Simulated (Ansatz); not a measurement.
# TiSi: the cost of one run

Computed with Ansatz 0.2.0 (DFT PBEsol, scalar-relativistic, plane waves, PAW, unless a step's input says otherwise).

### Step 1. The starting structure

The structure is cubic, space group Fm-3m (No. 225). Conventional cell: a = 5.220 Å, b = 5.220 Å, c = 5.220 Å, α = 90.00°, β = 90.00°, γ = 90.00°. Ti (site symmetry m-3m) has 6 Si at 2.61 Å as nearest neighbours. Around Si (site symmetry m-3m) lie 6 Ti at 2.61 Å.

Coordinates:

```
Ti Si
1.0
     0.00000    2.61000    2.61000
     2.61000    0.00000    2.61000
     2.61000    2.61000    0.00000
Ti Si
1 1
Direct
  0.00000 0.00000 0.00000
  0.50000 0.50000 0.50000
```

The cell was made up by rule, so the compound may not exist in this form.

This is a trial structure, the rocksalt prototype, and another one may lie lower.

### Step 2. Seeking zero pressure, try 1

input.yaml

```yaml
crystal:
  lattice:
    - [0.0, 2.61, 2.61]
    - [2.61, 0.0, 2.61]
    - [2.61, 2.61, 0.0]
  atoms:
    - { symbol: Ti, position: [0.0, 0.0, 0.0] }
    - { symbol: Si, position: [0.5, 0.5, 0.5] }
basis:
  ecutwfc: 420
kpoints:
  mp_grid: { grid: [6, 6, 6] }
hamiltonian:
  xc: pbesol
scf:
  occupations: { method: gaussian, width: 0.05 }
output:
  forces: true
  stress: true
  eigenvalues: true
```

The run is started by

```bash
> ansatz run input.yaml --threads 1 --pin off --max-ram 1228MiB --backend cpu --events-out ev --progress --plain --runs-dir out
```

**Question.** How long does this run take on 1 thread of Arm Neoverse N1, shared host, and how much memory does it need?

About 1.5 s, with a peak of 0.27 GiB.
